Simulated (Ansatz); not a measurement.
# Cr (Chromium): how the settings move a single-point run

Question: which choices in the input matter for Cr (Chromium)?

This is Cr in the hcp structure; at room conditions it is bcc.

Method: reference: DFT, LDA, PAW with Ansatz's default frozen-core files, scalar-relativistic, in Ansatz 0.2.0.

### 1 The starting structure

The structure is hexagonal, space group P6_3/mmc (No. 194). The conventional cell has a = 2.714 Å, b = 2.714 Å, c = 4.410 Å, α = 90.00°, β = 90.00°, γ = 120.00°. Around Cr (site symmetry -6m2) lie 12 Cr at 2.71 Å.

Structure file:

```cif
data_structure
_symmetry_space_group_name_H-M 'P 1'
_symmetry_Int_Tables_number 1
_cell_length_a 2.7140
_cell_length_b 2.7140
_cell_length_c 4.4100
_cell_angle_alpha 90.000
_cell_angle_beta 90.000
_cell_angle_gamma 120.000
_cell_volume 28.13
loop_
_atom_site_label
_atom_site_type_symbol
_atom_site_fract_x
_atom_site_fract_y
_atom_site_fract_z
_atom_site_occupancy
Cr1 Cr 0.33333 0.66667 0.25000 1
Cr2 Cr 0.66667 0.33333 0.75000 1
```

### 2 The reference run

Contents of input.yaml:

```yaml
crystal:
  lattice:
    - [2.714, 0.0, 0.0]
    - [-1.357, 2.3503929459, 0.0]
    - [0.0, 0.0, 4.41]
  atoms:
    - { symbol: Cr, position: [0.3333333333, 0.6666666667, 0.25], spin: 3.0 }
    - { symbol: Cr, position: [0.6666666667, 0.3333333333, 0.75], spin: 3.0 }
magnetization:
  spin_polarized: true
kpoints:
  mp_grid: { grid: [12, 12, 7] }
scf:
  occupations: { method: fermi_dirac, width: 0.03 }
  lower_state_search: "off"
hamiltonian:
  xc: lda
  pseudopotentials: { kind: paw }
output:
  forces: true
  stress: true
  eigenvalues: true
  populations: true
```

Launch:

```bash
$ ansatz run input.yaml --threads 1 --pin off --max-ram 3072MiB --backend cpu --events-out ev --progress --plain --runs-dir out
```

### 3 Variant: occupations.method cold, occupations.width 0.3, xc_grid 3, accuracy high

Edit input.yaml of step 2 so:

```diff
@@ -13,3 +13,3 @@
 scf:
-  occupations: { method: fermi_dirac, width: 0.03 }
+  occupations: { method: cold, width: 0.3 }
   lower_state_search: "off"
@@ -23 +23,4 @@
   populations: true
+basis:
+  xc_grid: 3
+accuracy: high
```

Before running it: what results should come out? Wanted: for each run, ending; energy change; pressure; abs. moment; force.

**Answer**, as computed:

| run | ending | energy change | pressure (GPa) | abs. moment (μB) | force (eV/Å) | cycles | time |
| --- | --- | --- | --- | --- | --- | --- | --- |
| reference | converged | 0 | -38.3 | 1.12 | 0.00 | 15 | 9 s |
| 1: occupations.method cold, occupations.width 0.3, xc_grid 3, accuracy high | converged | +3.4 meV/atom (σ→0) | -39.1 | 0.48 | 0.00 | 20 | 13 s |

Residual by cycle in the longest SCF loop of each run; runs are numbered as in the table. The quantity is the density residual dr2, in eV.

| cycle | reference | run 1 |
| --- | --- | --- |
| 1 | 12.5 | 12.5 |
| 3 | 0.104 | 0.104 |
| 4 | 0.0885 | 0.089 |
| 6 | 0.00615 | 0.0023 |
| 8 | 4.8e-5 | 6.2e-5 |
| 10 | 6.5e-6 | 2.7e-5 |
| 11 | 2.1e-5 | 1.8e-6 |
| 13 | 7.8e-8 | 5.1e-7 |
| 15 | 2.9e-11 | 1.7e-7 |
| 17 | - | 6.8e-9 |
| 18 | - | 2.3e-10 |
| 20 | - | 9.9e-12 |

Changing the smearing, numerical grids and accuracy level moves the energy by +3.4 meV/atom (σ→0 values), and the pressure goes from -38.3 to -39.1 GPa and the absolute moment goes from 1.12 to 0.48 μB. Cost: 20 SCF cycles against 15, 13 s against 9 s. The structure is not at rest: the sound run finds -38 GPa, so these are no properties of the relaxed crystal. 
